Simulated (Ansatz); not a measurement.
AsH₅Si, SMILES [SiH3][AsH2]: vertical energies of changing the electron count, run with the Ansatz DFT code, driven from Python.

Script `ip.py`:
```python
import ansatz as az


def energy_of(molecule, charge=0, unpaired=0):
    calc = (
        molecule.calculation()
        .basis(gaussian="cc-pVDZ")
        .functional("cam_b3lyp")
    )
    if charge:
        calc = calc.charge(charge)
    if unpaired:
        calc = calc.spin("collinear", total=unpaired)
    return calc.run(threads=1).report["free_energy_ev"]

GEOMETRY = """
Si   -0.55150   -0.54190   -0.37100
As    0.91990    0.20890    1.21700
H    -1.97210   -0.57710    0.20450
H    -0.12960   -1.81090   -0.88690
H    -0.61760    0.45550   -1.51440
H     0.37490    1.69120    1.16890
H     2.03720    0.50640    0.13620
"""

molecule = az.Crystal.molecule()
for line in GEOMETRY.strip().splitlines():
    symbol, *xyz = line.split()
    molecule = molecule.atom(symbol, [float(v) for v in xyz])

parent = energy_of(molecule, 0, 0)
cation = energy_of(molecule, 1, 1)
print(f"E(N)   = {parent:.5f} eV")
print(f"E(N-1) = {cation:.5f} eV  (1 unpaired)")
print(f"vertical ionisation energy {cation - parent:.3f} eV")
```

What does it cost to change the electron count at this fixed geometry?

At this unrelaxed geometry removing an electron costs 9.69 eV.

The run itself:

Running `python ip.py` prints:
```text
E(N)   = -68802.46006 eV
E(N-1) = -68792.76771 eV  (1 unpaired)
vertical ionisation energy 9.692 eV
```

Notes:
- The settings weren't tested for convergence.
- The geometry is a force-field or estimated start, not a minimum of this method, and the basis set is short of its limit. All parts are taken at fixed geometry, without zero-point energy. At an unrelaxed start these energies can be a whole eV from those at the minimum, and a small affinity can change sign.
- Run time: 5.8 s on 1 thread of Intel(R) Xeon(R) Platinum 8488C (Sapphire Rapids), on a shared host, peak memory 0.28 GiB.
